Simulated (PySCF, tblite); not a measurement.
# C₅H₁₄NPSi₂: infrared bands and NMR shifts

Wanted: the infrared bands and NMR shifts of C₅H₁₄NPSi₂ (`C=C[C@@H]1CCP1N([SiH3])[SiH3]`), by calculation.

Programs: tblite 0.8.0 and PySCF 2.14.0, with density-fitted response routines of our own. Each step states its level of theory. These are calculated values for one molecule in the gas phase, unless marked as measured. Atoms are numbered from 0 throughout.

## 1. The molecule as given

23 atoms, charge 0, multiplicity 1; geometry from: GFN2-xTB.

Bonds of the start (Å): C0–C1 1.32, C1–C2 1.47, C2–C3 1.54, C3–C4 1.53, C4–P5 1.88, P5–N6 1.72, N6–Si7 1.74, N6–Si8 1.75, P5–C2 1.92, C0–H9 1.08, C0–H10 1.08, C1–H11 1.08, C2–H12 1.10, C3–H13 1.09, C3–H14 1.09, C4–H15 1.09, C4–H16 1.09, Si7–H17 1.47, Si7–H18 1.46, Si7–H19 1.47, Si8–H20 1.46, Si8–H21 1.46, Si8–H22 1.46.

## 2. Vibrational analysis with GFN2-xTB

Job settings and geometry (Å):

```
{"job": {"kind": "ir", "xc": "GFN2-xTB", "basis": "xTB"}, "charge": 0, "multiplicity": 1}
C      2.749925     1.388950    -0.464530
C      1.702686     0.595022    -0.631071
C      1.393942    -0.570258     0.213443
C      0.758934    -1.800763    -0.449259
C     -0.191031    -2.161376     0.692965
P     -0.090507    -0.435992     1.431424
N     -1.227147     0.452468     0.485760
Si    -2.601163    -0.237239    -0.332612
Si    -1.032056     2.189463     0.636881
H      3.481831     1.206376     0.305809
H      2.921015     2.247126    -1.091234
H      0.986307     0.802508    -1.415809
H      2.260234    -0.851031     0.821969
H      1.468494    -2.583079    -0.730833
H      0.203365    -1.506815    -1.339667
H     -1.173372    -2.535145     0.412801
H      0.266292    -2.863391     1.393800
H     -3.316073    -1.135450     0.578994
H     -3.446406     0.887230    -0.721808
H     -2.169417    -0.968913    -1.530698
H     -0.888908     2.749402    -0.709057
H      0.162757     2.409873     1.446953
H     -2.224455     2.748017     1.278793
```

**Question.** This job is followed by: GIAO PBE0/pcSseg-1 NMR shielding, non-relativistic, gas phase. What will the session give for the following? strongest single infrared mode (GFN2-xTB); zero-point energy (GFN2-xTB); ¹³C shifts against TMS (PBE0/pcSseg-1); ¹H shifts against TMS (PBE0/pcSseg-1, means over atoms taken as alike); ³¹P shifts against H3PO4 (PBE0/pcSseg-1); ¹⁵N shifts against NH3 (PBE0/pcSseg-1); ²⁹Si shifts against TMS (PBE0/pcSseg-1, means over atoms taken as alike).

As calculated:

| quantity | value |
| --- | --- |
| strongest single infrared mode (GFN2-xTB) | 2233 cm⁻¹, 566 km/mol |
| zero-point energy (GFN2-xTB) | 105.8 kcal/mol |
| ¹³C shifts against TMS (PBE0/pcSseg-1) | 149.2, 123.9, 50.3, 35.7, 21.8 ppm |
| ¹H shifts against TMS (PBE0/pcSseg-1, means over atoms taken as alike) | 6.28, 5.49, 5.36, 4.83, 3.33, 3.10, 2.89, 2.15, 1.93 ppm |
| ³¹P shifts against H3PO4 (PBE0/pcSseg-1) | 143.7 ppm |
| ¹⁵N shifts against NH3 (PBE0/pcSseg-1) | -16.0 ppm |
| ²⁹Si shifts against TMS (PBE0/pcSseg-1, means over atoms taken as alike) | -50.1 ppm |

**Reading.** All 63 modes are real, so the xTB geometry is a minimum. The strongest single mode, at 2233 cm⁻¹, moves mainly H22 and H20. GFN2-xTB is a fitted tight-binding method: band positions and strengths are rough. Its intensities can rank the bands wrongly. C1 (alkene CH) lies farthest downfield among carbon, at 149.2 ppm; the olefinic region. The most deshielded hydrogen is H11 (hydrogen on an alkene CH), at 6.28 ppm: attached to an sp2 carbon and in the plane of the double bond. At PBE0/pcSseg-1: The largest span, 234 ppm, is at C1, where the paramagnetic term is -217 ppm.
